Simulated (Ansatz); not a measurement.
# WS2: the cost of one run

Computed with Ansatz 0.2.0 (DFT LDA+U (U_eff = 3 eV on W d), plane waves, PAW, no spin–orbit coupling unless a run says so, unless a step's input says otherwise).

The COD entry's cell or inner coordinates are ideal or old and differ from later refinements, so a difference from it is no clean test against experiment.

### Step 1. The starting structure

It takes space group P6_3/mmc (No. 194, hexagonal). The conventional cell has a = 3.180 Å, b = 3.180 Å, c = 12.500 Å, α = 90.00°, β = 90.00°, γ = 120.00°. W (site symmetry -6m2) has 6 S at 2.45 Å as nearest neighbours. S (site symmetry 3m) has 3 W at 2.45 Å as nearest neighbours.

Structure file:

```cif
data_structure
_symmetry_space_group_name_H-M 'P6_3/mmc'
_symmetry_Int_Tables_number 194
_cell_length_a 3.1800
_cell_length_b 3.1800
_cell_length_c 12.5000
_cell_angle_alpha 90.000
_cell_angle_beta 90.000
_cell_angle_gamma 120.000
_cell_volume 109.47
loop_
_atom_site_label
_atom_site_type_symbol
_atom_site_symmetry_multiplicity
_atom_site_Wyckoff_symbol
_atom_site_fract_x
_atom_site_fract_y
_atom_site_fract_z
_atom_site_occupancy
W1 W 2 c 0.33333 0.66667 0.25000 1
S1 S 4 f 0.33333 0.66667 0.62000 1
```

### Step 2. Ferromagnetic start, free, symmetry kept, no search

input.yaml reads:

```yaml
crystal:
  lattice:
    - [3.17999949, 0.0, 0.0]
    - [-1.58999974, 2.75396034, 0.0]
    - [0.0, 0.0, 12.49999932]
  atoms:
    - { symbol: W, position: [0.3333333333, 0.6666666667, 0.25], spin: 2.0 }
    - { symbol: W, position: [0.6666666667, 0.3333333333, 0.75], spin: 2.0 }
    - { symbol: S, position: [0.3333333333, 0.6666666667, 0.62] }
    - { symbol: S, position: [0.6666666667, 0.3333333333, 0.12] }
    - { symbol: S, position: [0.3333333333, 0.6666666667, 0.88] }
    - { symbol: S, position: [0.6666666667, 0.3333333333, 0.38] }
basis:
  ecutwfc: 420
  ecutrho_ratio: 4
kpoints:
  mp_grid: { grid: [7, 7, 2] }
hamiltonian:
  xc: lda
  hubbard:
    sites: [{ site: 0, l: d, u_eff: 3.0 }, { site: 1, l: d, u_eff: 3.0 }]
scf:
  occupations: { method: gaussian, width: 0.05 }
  lower_state_search: "off"
  max_iter: 150
output:
  forces: true
  stress: true
  eigenvalues: true
  populations: true
  hubbard: { sites: [{ site: 0, l: d }, { site: 1, l: d }] }
magnetization:
  spin_polarized: true
```

Run with:

```bash
ansatz run input.yaml --threads 4 --pin off --max-ram 6144MiB --backend cpu --events-out ev --progress --plain --runs-dir out
```

What time and memory should one allow on 4 threads of Arm Neoverse V1, shared host?

About 4.8 s, with a peak of 0.5 GiB.
